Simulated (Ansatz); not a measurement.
# CdS: an axial (c/a) deformation path

This session takes CdS and sets out to follow an axial (c/a) deformation at fixed volume.

Method: DFT r2SCAN, scalar-relativistic, plane waves, PAW, in Ansatz 0.2.0.

### Step 1. Starting point

Symmetry: P6_3mc, No. 186, hexagonal system. Conventional cell: a = 4.135 Å, b = 4.135 Å, c = 6.749 Å, α = 90.00°, β = 90.00°, γ = 120.00°. Around Cd (site symmetry 3m) lie 4 S at 2.51 to 2.60 Å. S (site symmetry 3m) has 4 Cd at 2.51 to 2.60 Å in its first shell of neighbours.

Coordinates:

```cif
data_structure
_symmetry_space_group_name_H-M 'P 1'
_symmetry_Int_Tables_number 1
_cell_length_a 4.1348
_cell_length_b 4.1348
_cell_length_c 6.7490
_cell_angle_alpha 90.000
_cell_angle_beta 90.000
_cell_angle_gamma 120.000
_cell_volume 99.93
loop_
_atom_site_label
_atom_site_type_symbol
_atom_site_fract_x
_atom_site_fract_y
_atom_site_fract_z
_atom_site_occupancy
Cd1 Cd 0.33333 0.66667 0.00000 1
Cd2 Cd 0.66667 0.33333 0.50000 1
S1 S 0.33333 0.66667 0.38500 1
S2 S 0.66667 0.33333 0.88500 1
```

No relaxation comes first: the listed cell is the starting point.

### Step 2. The reference: the undisturbed cell on the scan's mesh

input.yaml reads:

```yaml
crystal:
  lattice:
    - [4.1347992034, 0.0, 0.0]
    - [-2.0673996017, 3.5808411497, 0.0]
    - [0.0, 0.0, 6.749]
  atoms:
    - { symbol: Cd, position: [0.3333333333, 0.6666666667, 0.0] }
    - { symbol: Cd, position: [0.6666666667, 0.3333333333, 0.5] }
    - { symbol: S, position: [0.3333333333, 0.6666666667, 0.385] }
    - { symbol: S, position: [0.6666666667, 0.3333333333, 0.885] }
basis:
  ecutwfc: 500
kpoints:
  mp_grid: { grid: [12, 12, 6] }
hamiltonian:
  xc: r2scan
scf:
  occupations: { method: gaussian, width: 0.05 }
output:
  forces: true
  stress: true
  eigenvalues: true
```

Started as:

```console
> ansatz run input.yaml --threads 1 --pin off --max-ram 2560MiB --backend cpu --events-out ev --progress --plain --runs-dir out
```

Log, shortened:

```text
Warning: RAYON_NUM_THREADS=1 ignored (pool sized by the plan → 1); use --threads N
[...]
Pseudopotentials: kind: paw
Pseudopotential: Cd, paw, valence charge 20, recommended cutoff 500 eV (meta_gga), Cd.paw.azcp
Pseudopotential: S, paw, valence charge 6, recommended cutoff 500 eV (meta_gga), S.paw.azcp
Functional definition: r2SCAN
[...]
Crystal: 4 atoms, lattice volume = 99.926 Å³
Basis set: ecut = 500 eV, 2539 PW (Γ), exchange–correlation on 128×128×200 points (64 copies of the dense FFT grid, shifted against one another)
Bands: 32, of which v1, the nominal top of the filled ones, is band 26 counted from 1 (25 counted from 0)
Symmetry: 12 space group operations
Space group: P63mc (ITA 186), of the structure as read, at distance tolerance 4.6e-5 Å
k-points: 76 of 864 (time reversal used)
[...]
SCF iter   1: F=—  HF=-18351.185022 eV  |F-HF|=—  |Δ(HF+E_count)|=         —  Δρ=6.00e-3  dr2=1.90e-2  dr2_τ=3.26e-2  ethr=1.77e-3  ⟨swp⟩=6.3  Hψ=9893  notcnv=0
[...]
SCF iter   7: F=-18351.209340 eV  HF=-18351.209340 eV  |F-HF|=3.03e-9  |Δ(HF+E_count)|=   5.47e-8  Δρ=1.86e-6  dr2=3.58e-9  dr2_τ=5.58e-10  ethr=1.92e-10  ⟨swp⟩=7.5  Hψ=9602  notcnv=0
[...]
SCF converged after 7 iterations
Free energy (F): -18351.209340 eV
[...]
E sigma→0 (E₀):  -18351.209340 eV
Fermi energy:    7.381255 eV
[...]
--- Forces (eV/Å), atoms counted from 1 ---
  atom   1  Cd    -0.00000000     0.00000000     0.26249060
  atom   2  Cd     0.00000000     0.00000000     0.26249060
  atom   3  S      0.00000000     0.00000000    -0.26249306
  atom   4  S      0.00000000     0.00000000    -0.26249306
[...]
--- Stress (GPa, compression-positive) ---
        1.930905       0.000000      -0.000000
        0.000000       1.930905       0.000000
       -0.000000       0.000000      -0.420284
  P = ⅓ Tr σ = 1.1472 GPa (11.472 kbar)
--- Band table (eV; the first three rows and the last of 76) ---
[...]
```

It took 41 s on 1 thread of Arm Neoverse V2, shared host; peak memory 0.61 GiB.

Reference values: F = -18351.2093 eV; pressure 1.15 GPa; largest force 0.262 eV/Å; gap on the mesh 1.69 eV.

### Step 3. The scan: an axial (c/a) deformation path

At fixed volume and fractional coordinates, lengths along (0.000, 0.000, 1.000) are scaled against those across it; ρ is that ratio over its starting value.

### Step 4. At ρ = 0.850

input.yaml: that of step 2 with these lines changed.

```diff
@@ -2,5 +2,5 @@
   lattice:
-    - [4.1347992034, 0.0, 0.0]
-    - [-2.0673996017, 3.5808411497, 0.0]
-    - [0.0, 0.0, 6.749]
+    - [4.3649718645, 0.0, 0.0]
+    - [-2.1824859322, 3.7801765214, 0.0]
+    - [0.0, 0.0, 6.0559931969]
   atoms:
```

Started as:

```console
> ansatz run input.yaml --threads 1 --pin off --max-ram 2560MiB --backend cpu --events-out ev --progress --plain --runs-dir out
```

Log, shortened:

```text
Warning: RAYON_NUM_THREADS=1 ignored (pool sized by the plan → 1); use --threads N
[...]
[... 4 set-up lines as earlier in the session ...]
[...]
Crystal: 4 atoms, lattice volume = 99.926 Å³
Basis set: ecut = 500 eV, 2525 PW (Γ), exchange–correlation on 128×128×180 points (64 copies of the dense FFT grid, shifted against one another)
Bands: 32, of which v1, the nominal top of the filled ones, is band 26 counted from 1 (25 counted from 0)
[... 2 set-up lines as earlier in the session ...]
k-points: 76 of 864 (time reversal used)
[...]
SCF iter   1: F=—  HF=-18350.716068 eV  |F-HF|=—  |Δ(HF+E_count)|=         —  Δρ=6.08e-3  dr2=1.96e-2  dr2_τ=3.44e-2  ethr=1.77e-3  ⟨swp⟩=6.6  Hψ=10076  notcnv=0
[...]
SCF iter   6: F=-18350.742048 eV  HF=-18350.742048 eV  |F-HF|=1.67e-8  |Δ(HF+E_count)|=   1.02e-6  Δρ=7.39e-6  dr2=9.45e-8  dr2_τ=6.16e-9  ethr=1.92e-10  ⟨swp⟩=6.5  Hψ=10912  notcnv=0
[...]
SCF converged after 6 iterations
Free energy (F): -18350.742048 eV
[...]
E sigma→0 (E₀):  -18350.742048 eV
Fermi energy:    7.392341 eV
[...]
--- Forces (eV/Å), atoms counted from 1 ---
  atom   1  Cd     0.00000000    -0.00000000    -1.55950849
  atom   2  Cd    -0.00000000     0.00000000    -1.55950849
  atom   3  S      0.00000000    -0.00000000     1.55939744
  atom   4  S     -0.00000000     0.00000000     1.55939744
[...]
--- Stress (GPa, compression-positive) ---
       -3.005296       0.000000       0.000000
       -0.000000      -3.005296       0.000000
        0.000000      -0.000000      14.647931
  P = ⅓ Tr σ = 2.8791 GPa (28.791 kbar)
--- Band table (eV; the first three rows and the last of 76) ---
[...]
```

It took 39 s on 1 thread of Arm Neoverse V2, shared host; peak memory 0.59 GiB.

### Step 5. At ρ = 1.200

input.yaml: that of step 4 with these lines changed.

```diff
@@ -2,5 +2,5 @@
   lattice:
-    - [4.3649718645, 0.0, 0.0]
-    - [-2.1824859322, 3.7801765214, 0.0]
-    - [0.0, 0.0, 6.0559931969]
+    - [3.8909950226, 0.0, 0.0]
+    - [-1.9454975113, 3.3697005356, 0.0]
+    - [0.0, 0.0, 7.6212625907]
   atoms:
```

Started as:

```console
> ansatz run input.yaml --threads 1 --pin off --max-ram 2560MiB --backend cpu --events-out ev --progress --plain --runs-dir out
```

Log, shortened:

```text
Warning: RAYON_NUM_THREADS=1 ignored (pool sized by the plan → 1); use --threads N
[...]
[... 4 set-up lines as earlier in the session ...]
[...]
Crystal: 4 atoms, lattice volume = 99.926 Å³
Basis set: ecut = 500 eV, 2529 PW (Γ), exchange–correlation on 120×120×240 points (64 copies of the dense FFT grid, shifted against one another)
Bands: 32, of which v1, the nominal top of the filled ones, is band 26 counted from 1 (25 counted from 0)
[... 2 set-up lines as earlier in the session ...]
k-points: 76 of 864 (time reversal used)
[...]
SCF iter   1: F=—  HF=-18350.431105 eV  |F-HF|=—  |Δ(HF+E_count)|=         —  Δρ=6.14e-3  dr2=2.18e-2  dr2_τ=3.55e-2  ethr=1.77e-3  ⟨swp⟩=6.3  Hψ=10102  notcnv=0  defer=2
[...]
SCF iter   7: F=-18350.457874 eV  HF=-18350.457874 eV  |F-HF|=3.65e-9  |Δ(HF+E_count)|=   8.55e-8  Δρ=2.36e-6  dr2=4.95e-9  dr2_τ=8.79e-10  ethr=1.92e-10  ⟨swp⟩=8.0  Hψ=9369  notcnv=0
[...]
SCF converged after 7 iterations
Free energy (F): -18350.457874 eV
[...]
E sigma→0 (E₀):  -18350.457874 eV
Fermi energy:    7.462729 eV
[...]
--- Forces (eV/Å), atoms counted from 1 ---
  atom   1  Cd    -0.00000000    -0.00000000     0.95243688
  atom   2  Cd     0.00000000     0.00000000     0.95243688
  atom   3  S      0.00000000    -0.00000000    -0.95250079
  atom   4  S      0.00000000     0.00000000    -0.95250079
[...]
--- Stress (GPa, compression-positive) ---
       10.922799       0.000000       0.000000
        0.000000      10.922799      -0.000000
        0.000000       0.000000      -5.416570
  P = ⅓ Tr σ = 5.4763 GPa (54.763 kbar)
--- Band table (eV; the first three rows and the last of 76) ---
[...]
```

Run time: 39 s. Hardware: 1 thread of Arm Neoverse V2, shared host; peak memory 0.62 GiB.

### Step 6. ρ = 0.920

input.yaml: that of step 5 with these lines changed.

```diff
@@ -2,5 +2,5 @@
   lattice:
-    - [3.8909950226, 0.0, 0.0]
-    - [-1.9454975113, 3.3697005356, 0.0]
-    - [0.0, 0.0, 7.6212625907]
+    - [4.2513332376, 0.0, 0.0]
+    - [-2.1256666188, 3.6817625837, 0.0]
+    - [0.0, 0.0, 6.384074989]
   atoms:
```

Started as:

```console
> ansatz run input.yaml --threads 1 --pin off --max-ram 2560MiB --backend cpu --events-out ev --progress --plain --runs-dir out
```

Log, shortened:

```text
[...]
SCF converged after 6 iterations
Free energy (F): -18351.138263 eV
[...]
E sigma→0 (E₀):  -18351.138263 eV
Fermi energy:    7.402886 eV
[...]
--- Forces (eV/Å), atoms counted from 1 ---
  atom   1  Cd     0.00000000     0.00000000    -0.44454682
  atom   2  Cd     0.00000000    -0.00000000    -0.44454682
  atom   3  S      0.00000000     0.00000000     0.44449384
  atom   4  S     -0.00000000    -0.00000000     0.44449384
[...]
--- Stress (GPa, compression-positive) ---
       -1.025302       0.000000      -0.000000
        0.000000      -1.025302       0.000000
       -0.000000       0.000000       5.782034
  P = ⅓ Tr σ = 1.2438 GPa (12.438 kbar)
--- Band table (eV; the first three rows and the last of 76) ---
[...]
```

Wall time 39 s (1 thread of Arm Neoverse V2, shared host); peak memory 0.6 GiB.

### Step 7. Point ρ = 1.100

input.yaml: that of step 6 with these lines changed.

```diff
@@ -2,5 +2,5 @@
   lattice:
-    - [4.2513332376, 0.0, 0.0]
-    - [-2.1256666188, 3.6817625837, 0.0]
-    - [0.0, 0.0, 6.384074989]
+    - [4.0055011634, 0.0, 0.0]
+    - [-2.0027505817, 3.4688657624, 0.0]
+    - [0.0, 0.0, 7.1917494959]
   atoms:
```

Started as:

```console
> ansatz run input.yaml --threads 1 --pin off --max-ram 2560MiB --backend cpu --events-out ev --progress --plain --runs-dir out
```

Log, shortened:

```text
[...]
SCF converged after 7 iterations
Free energy (F): -18350.947412 eV
[...]
E sigma→0 (E₀):  -18350.947412 eV
Fermi energy:    7.428922 eV
[...]
--- Forces (eV/Å), atoms counted from 1 ---
  atom   1  Cd     0.00000000    -0.00000000     0.70903445
  atom   2  Cd    -0.00000000     0.00000000     0.70903445
  atom   3  S      0.00000000    -0.00000000    -0.70907280
  atom   4  S      0.00000000     0.00000000    -0.70907280
[...]
--- Stress (GPa, compression-positive) ---
        6.252998       0.000000       0.000000
       -0.000000       6.252998       0.000000
        0.000000       0.000000      -4.255171
  P = ⅓ Tr σ = 2.7503 GPa (27.503 kbar)
--- Band table (eV; the first three rows and the last of 76) ---
[...]
```

Wall time 42 s (1 thread of Arm Neoverse V2, shared host); peak memory 0.6 GiB.

### Step 8. Point ρ = 0.960

input.yaml: that of step 7 with these lines changed.

```diff
@@ -2,5 +2,5 @@
   lattice:
-    - [4.0055011634, 0.0, 0.0]
-    - [-2.0027505817, 3.4688657624, 0.0]
-    - [0.0, 0.0, 7.1917494959]
+    - [4.1914473277, 0.0, 0.0]
+    - [-2.0957236639, 3.6298998644, 0.0]
+    - [0.0, 0.0, 6.5678050029]
   atoms:
```

Started as:

```console
> ansatz run input.yaml --threads 1 --pin off --max-ram 2560MiB --backend cpu --events-out ev --progress --plain --runs-dir out
```

Log, shortened:

```text
[...]
SCF converged after 6 iterations
Free energy (F): -18351.214146 eV
[...]
E sigma→0 (E₀):  -18351.214146 eV
Fermi energy:    7.388762 eV
[...]
--- Forces (eV/Å), atoms counted from 1 ---
  atom   1  Cd    -0.00000000     0.00000000    -0.03556170
  atom   2  Cd     0.00000000    -0.00000000    -0.03556170
  atom   3  S     -0.00000000     0.00000000     0.03551147
  atom   4  S      0.00000000     0.00000000     0.03551147
[...]
--- Stress (GPa, compression-positive) ---
        0.379337      -0.000000       0.000000
       -0.000000       0.379337      -0.000000
        0.000000      -0.000000       2.245633
  P = ⅓ Tr σ = 1.0014 GPa (10.014 kbar)
--- Band table (eV; the first three rows and the last of 76) ---
[...]
```

Run time: 37 s. Hardware: 1 thread of Arm Neoverse V2, shared host; peak memory 0.6 GiB.

### Step 9. ρ = 1.050

input.yaml: that of step 8 with these lines changed.

```diff
@@ -2,5 +2,5 @@
   lattice:
-    - [4.1914473277, 0.0, 0.0]
-    - [-2.0957236639, 3.6298998644, 0.0]
-    - [0.0, 0.0, 6.5678050029]
+    - [4.0680972297, 0.0, 0.0]
+    - [-2.0340486148, 3.523075546, 0.0]
+    - [0.0, 0.0, 6.9721324289]
   atoms:
```

Started as:

```console
> ansatz run input.yaml --threads 1 --pin off --max-ram 2560MiB --backend cpu --events-out ev --progress --plain --runs-dir out
```

Log, shortened:

```text
Warning: RAYON_NUM_THREADS=1 ignored (pool sized by the plan → 1); use --threads N
[...]
[... 4 set-up lines as earlier in the session ...]
[...]
Crystal: 4 atoms, lattice volume = 99.926 Å³
Basis set: ecut = 500 eV, 2551 PW (Γ), exchange–correlation on 120×120×216 points (64 copies of the dense FFT grid, shifted against one another)
Bands: 32, of which v1, the nominal top of the filled ones, is band 26 counted from 1 (25 counted from 0)
[... 2 set-up lines as earlier in the session ...]
k-points: 76 of 864 (time reversal used)
[...]
SCF iter   1: F=—  HF=-18351.090953 eV  |F-HF|=—  |Δ(HF+E_count)|=         —  Δρ=6.00e-3  dr2=1.91e-2  dr2_τ=3.29e-2  ethr=1.77e-3  ⟨swp⟩=6.2  Hψ=9940  notcnv=0
[...]
SCF iter   7: F=-18351.115528 eV  HF=-18351.115528 eV  |F-HF|=3.12e-9  |Δ(HF+E_count)|=   6.51e-8  Δρ=1.89e-6  dr2=3.51e-9  dr2_τ=5.69e-10  ethr=1.92e-10  ⟨swp⟩=7.7  Hψ=9472  notcnv=0
[...]
SCF converged after 7 iterations
Free energy (F): -18351.115528 eV
[...]
E sigma→0 (E₀):  -18351.115528 eV
Fermi energy:    7.406038 eV
[...]
--- Forces (eV/Å), atoms counted from 1 ---
  atom   1  Cd    -0.00000000     0.00000000     0.52587080
  atom   2  Cd    -0.00000000    -0.00000000     0.52587080
  atom   3  S      0.00000000     0.00000000    -0.52589914
  atom   4  S      0.00000000    -0.00000000    -0.52589914
[...]
--- Stress (GPa, compression-positive) ---
        4.028058      -0.000000       0.000000
       -0.000000       4.028058      -0.000000
        0.000000      -0.000000      -2.767826
  P = ⅓ Tr σ = 1.7628 GPa (17.628 kbar)
--- Band table (eV; the first three rows and the last of 76) ---
[...]
```

Run time: 42 s. Hardware: 1 thread of Arm Neoverse V2, shared host; peak memory 0.6 GiB.

### Step 10. ρ = 0.800

input.yaml: that of step 9 with these lines changed.

```diff
@@ -2,5 +2,5 @@
   lattice:
-    - [4.0680972297, 0.0, 0.0]
-    - [-2.0340486148, 3.523075546, 0.0]
-    - [0.0, 0.0, 6.9721324289]
+    - [4.4540774201, 0.0, 0.0]
+    - [-2.22703871, 3.8573441962, 0.0]
+    - [0.0, 0.0, 5.8161118892]
   atoms:
@@ -22 +22,5 @@
   eigenvalues: true
+  write_density: true
+  write_potential: true
+  elf: true
+  volumetric_format: npy
```

Started as:

```console
> ansatz run input.yaml --threads 1 --pin off --max-ram 2560MiB --backend cpu --events-out ev --progress --plain --runs-dir out
```

Log, shortened:

```text
Warning: RAYON_NUM_THREADS=1 ignored (pool sized by the plan → 1); use --threads N
[...]
[... 4 set-up lines as earlier in the session ...]
[...]
Crystal: 4 atoms, lattice volume = 99.926 Å³
Basis set: ecut = 500 eV, 2547 PW (Γ), exchange–correlation on 144×144×180 points (64 copies of the dense FFT grid, shifted against one another)
Bands: 32, of which v1, the nominal top of the filled ones, is band 26 counted from 1 (25 counted from 0)
[... 2 set-up lines as earlier in the session ...]
k-points: 76 of 864 (time reversal used)
[...]
SCF iter   1: F=—  HF=-18350.147349 eV  |F-HF|=—  |Δ(HF+E_count)|=         —  Δρ=6.17e-3  dr2=2.04e-2  dr2_τ=3.74e-2  ethr=1.77e-3  ⟨swp⟩=6.6  Hψ=10100  notcnv=0
[...]
SCF iter   6: F=-18350.175228 eV  HF=-18350.175228 eV  |F-HF|=1.95e-8  |Δ(HF+E_count)|=   9.27e-7  Δρ=7.72e-6  dr2=9.67e-8  dr2_τ=9.96e-9  ethr=1.92e-10  ⟨swp⟩=11.2  Hψ=17456  notcnv=0
[...]
SCF converged after 6 iterations
Free energy (F): -18350.175228 eV
[...]
E sigma→0 (E₀):  -18350.175228 eV
Fermi energy:    7.363309 eV
[...]
--- Forces (eV/Å), atoms counted from 1 ---
  atom   1  Cd     0.00000000    -0.00000000    -2.82489667
  atom   2  Cd    -0.00000000     0.00000000    -2.82489667
  atom   3  S      0.00000000    -0.00000000     2.82476057
  atom   4  S     -0.00000000     0.00000000     2.82476057
[...]
--- Stress (GPa, compression-positive) ---
       -3.911954      -0.000000       0.000000
       -0.000000      -3.911954       0.000000
        0.000000       0.000000      23.649309
  P = ⅓ Tr σ = 5.2751 GPa (52.751 kbar)
--- Band table (eV; the first three rows and the last of 76) ---
[...]
```

Run time: 55 s. Hardware: 1 thread of Arm Neoverse V2, shared host; peak memory 0.63 GiB.

Density in a lattice plane of the grid's cell (edges 4.45 and 5.82 Å, at 0.333 of the third edge), which holds Cd and S.

Ten even steps from '0' (0.02 e/Å³) to '9' (24.74 e/Å³):
```
000000000000000000
000000000000000000
000000000000000000
000000000000000000
000000000000000000
000000000000000000
000000000000000000
000000000001210000
000000000025652000
000000000137973100
000000000025652000
000000000001210000
000000000000000000
000000000000000000
000000000000000000
000000000000000000
000000000000000000
000000000000000000
000000000000000000
000000000000000000
```
Columns run along the first of these edges and rows up along the second, over one cell in 18 and 20 even steps from the bottom left corner. Atoms in the plane (fractional): Cd at (0.67, 0.50), S at (0.67, 0.89).

ELF in the same plane.

Ten even steps from ' ' (0.01) to '@' (0.90):
```
::..........::**@@@@%%**==**%%@@@@**
--..........--##@@@@**..  ..##@@@@##
==..      ..==##@@@@##::..::##@@%%##
--..      ..--**%%@@%%%%##%%%%@@%%**
::          ::==**%%%%@@@@@@%%%%**==
            ..::--==============--::
              ......::::::::::......
    ......    ....::==++++++==::....
..::------::....::==++##%%##++==::..
..--++**++--::..::==**%%@@%%**==::..
::++**##**++::..::--++##%%##++==::..
--**######**--....::==++++++==::....
==****##****==::....::------::....::
--++******++--::..................::
::--======--::..                  ..
  ..::::::....                      
    ........      ..::::::::::..    
  ..........  ..::==**######**==::..
..............::++##%%@@@@@@%%##++::
............::==%%@@@@@@@@@@@@@@%%==
```
Columns run along the first of these edges and rows up along the second, over one cell in 18 and 20 even steps from the bottom left corner. Atoms in the plane (fractional): Cd at (0.67, 0.50), S at (0.67, 0.89).

Both are smooth fields of the valence electrons: close to the nuclei they are not physical.

Maxima of ELF outside the ion cores: 0.89 in the shell around S, 0.8 Å from S.

### Step 11. The scan collected

All points in order; energies are free energies above the reference cell:

```tsv
ρ	ΔE (meV/atom)	pressure (GPa)	gap on the mesh (eV)	space group
0.800	258.5	5.3	1.70	P6_3mc
0.850	116.8	2.9	1.64	P6_3mc
0.920	17.8	1.2	1.64	P6_3mc
0.960	-1.2	1.0	1.67	P6_3mc
1.000	0.0	1.1	1.69	P6_3mc
1.050	23.5	1.8	1.61	P6_3mc
1.100	65.5	2.8	1.52	P6_3mc
1.200	187.9	5.5	1.25	P6_3mc
```

### Step 12. Summary of results

| quantity | value |
| --- | --- |
| highest point | 258.5 meV/atom at ρ = 0.800 |

In words: The energy drops below the reference, by 1.2 meV/atom at ρ = 0.960; the cell was taken as given and not relaxed at this level. No sampled point inside the path is a dip, apart from those named. The gap on the mesh stays between 1.25 and 1.70 eV.
